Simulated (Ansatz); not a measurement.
# Mg2C3: the cost of one run

Method: DFT PBEsol, scalar-relativistic, plane waves, PAW, in Ansatz 0.2.0.

2 further runs of the same task are left out: 2 set aside as unsound or not needed.

### Step 1. Starting point

It takes space group C2/m (No. 12, monoclinic). The conventional cell has a = 4.797 Å, b = 4.655 Å, c = 4.978 Å, α = 90.00°, β = 104.03°, γ = 90.00°. Mg (site symmetry m) has 6 C at 2.23 to 2.54 Å in its first shell of neighbours. C (site symmetry m) has 1 C at 1.33 Å and 2 Mg at 2.23 to 2.30 Å in its first shell of neighbours. Around C (site symmetry 2/m) lie 2 C at 1.33 Å.

Coordinates:

```cif
data_structure
_symmetry_space_group_name_H-M 'P 1'
_symmetry_Int_Tables_number 1
_cell_length_a 4.7972
_cell_length_b 4.6548
_cell_length_c 4.9784
_cell_angle_alpha 90.000
_cell_angle_beta 104.028
_cell_angle_gamma 90.000
_cell_volume 107.85
loop_
_atom_site_label
_atom_site_type_symbol
_atom_site_fract_x
_atom_site_fract_y
_atom_site_fract_z
_atom_site_occupancy
Mg1 Mg 0.30926 0.50000 0.19963 1
Mg2 Mg 0.69074 0.50000 0.80037 1
Mg3 Mg 0.80926 0.00000 0.19963 1
Mg4 Mg 0.19074 0.00000 0.80037 1
C1 C 0.80026 0.50000 0.26280 1
C2 C 0.19974 0.50000 0.73720 1
C3 C 0.00000 0.50000 0.50000 1
C4 C 0.30026 0.00000 0.26280 1
C5 C 0.69974 0.00000 0.73720 1
C6 C 0.50000 0.00000 0.50000 1
```

### Step 2. Zero strain

File input.yaml:

```yaml
crystal:
  lattice:
    - [4.7971871868, 0.0, 0.0]
    - [0.0, 4.6547902797, 0.0]
    - [-1.2067652674, 0.0, 4.8298767]
  atoms:
    - { symbol: Mg, position: [0.3092596773, 0.5, 0.199633676] }
    - { symbol: Mg, position: [0.6907403227, 0.5, 0.800366324] }
    - { symbol: Mg, position: [0.8092596773, 0.0, 0.199633676] }
    - { symbol: Mg, position: [0.1907403227, 0.0, 0.800366324] }
    - { symbol: C, position: [0.8002581465, 0.5, 0.2628019536] }
    - { symbol: C, position: [0.1997418535, 0.5, 0.7371980464] }
    - { symbol: C, position: [0.0, 0.5, 0.5] }
    - { symbol: C, position: [0.3002581465, 0.0, 0.2628019536] }
    - { symbol: C, position: [0.6997418535, 0.0, 0.7371980464] }
    - { symbol: C, position: [0.5, 0.0, 0.5] }
basis:
  ecutwfc: 420
kpoints:
  mp_grid: { grid: [6, 6, 6] }
hamiltonian:
  xc: pbesol
scf:
  occupations: { method: gaussian, width: 0.02 }
output:
  forces: true
  stress: true
  eigenvalues: true
```

Command:

```bash
ansatz run input.yaml --threads 1 --pin off --max-ram 2560MiB --backend cpu --events-out ev --progress --plain --runs-dir out
```

Q: Estimate wall time and peak memory on 1 thread of AMD EPYC 9R45 (Zen 5), shared host.

About 4.9 s, with a peak of 0.57 GiB.
